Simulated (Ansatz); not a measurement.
# Ag4HC: the cost of one run

Method: DFT PBEsol, scalar-relativistic, plane waves, PAW, in Ansatz 0.2.0.

4 further runs of the same task are left out: 1 that didn't finish, 3 set aside as unsound or not needed. Runs told in other sessions of the task aren't counted.

## Step 1: The starting structure

Symmetry: P4mm, No. 99, tetragonal system. The conventional cell has a = 2.867 Å, b = 2.867 Å, c = 23.082 Å, α = 90.00°, β = 90.00°, γ = 90.00°. Ag (site symmetry 4mm) has 8 Ag at 2.87 Å in its first shell of neighbours. Around Ag (site symmetry 4mm) lie 12 Ag at 2.87 Å. Around Ag (site symmetry 4mm) lie 12 Ag at 2.84 to 2.87 Å. Around Ag (site symmetry 4mm) lie 8 Ag at 2.84 to 2.87 Å.

Structure file:

```cif
data_structure
_symmetry_space_group_name_H-M 'P 1'
_symmetry_Int_Tables_number 1
_cell_length_a 2.8669
_cell_length_b 2.8669
_cell_length_c 23.0816
_cell_angle_alpha 90.000
_cell_angle_beta 90.000
_cell_angle_gamma 90.000
_cell_volume 189.71
loop_
_atom_site_label
_atom_site_type_symbol
_atom_site_fract_x
_atom_site_fract_y
_atom_site_fract_z
_atom_site_occupancy
Ag1 Ag 0.50000 0.50000 0.36826 1
Ag2 Ag 0.00000 0.00000 0.45609 1
Ag3 Ag 0.50000 0.50000 0.54421 1
Ag4 Ag 0.00000 0.00000 0.63017 1
```

Planes are indexed in the bulk's conventional cell (Fm-3m (No. 225)), a = 4.054 Å, b = 4.054 Å, c = 4.054 Å, α = 90.00°, β = 90.00°, γ = 90.00°.

It is a (100) slab, 6.1 Å thick as cut, with 17 Å of vacuum; its outer planes are Ag (top) and Ag (bottom). An earlier relaxation, lower half held, gave -30087.8381 eV, work function 4.27 eV.

## Step 2: CH at the top (Ag) site

The input, input.yaml:

```yaml
crystal:
  lattice:
    - [2.866903682, 0.0, 0.0]
    - [0.0, 2.866903682, 0.0]
    - [0.0, 0.0, 26.1816211037]
  atoms:
    - { symbol: Ag, position: [0.5, 0.5, 0.3246552216] }
    - { symbol: Ag, position: [0.0, 0.0, 0.4020838509] }
    - { symbol: Ag, position: [0.5, 0.5, 0.4797748769] }
    - { symbol: Ag, position: [0.0, 0.0, 0.5555565503] }
    - { symbol: C, position: [0.0, 0.0, 0.6403488552] }
    - { symbol: H, position: [0.0, 0.0, 0.6823630603] }
basis:
  ecutwfc: 420
kpoints:
  mp_grid: { grid: [10, 10, 1] }
hamiltonian:
  xc: pbesol
scf:
  occupations: { method: gaussian, width: 0.1 }
output:
  forces: true
  eigenvalues: true
  write_density: true
  write_potential: true
  elf: true
  volumetric_format: npy
relax:
  adjacent_minimum: "off"
  f_tol: 0.03
  max_steps: 70
  constraints: [{ sites: [0, 1] }]
efield:
  axis: 3
  dipole_correction: true
  ramp_width: 0.04
```

Command:

```bash
> ansatz run input.yaml --threads 2 --pin off --max-ram 5120MiB --backend cpu --events-out ev --progress --plain --runs-dir out
```

What time and memory should one allow on 2 threads of Arm Neoverse V2, shared host?

About 56 s, with a peak of 0.52 GiB.
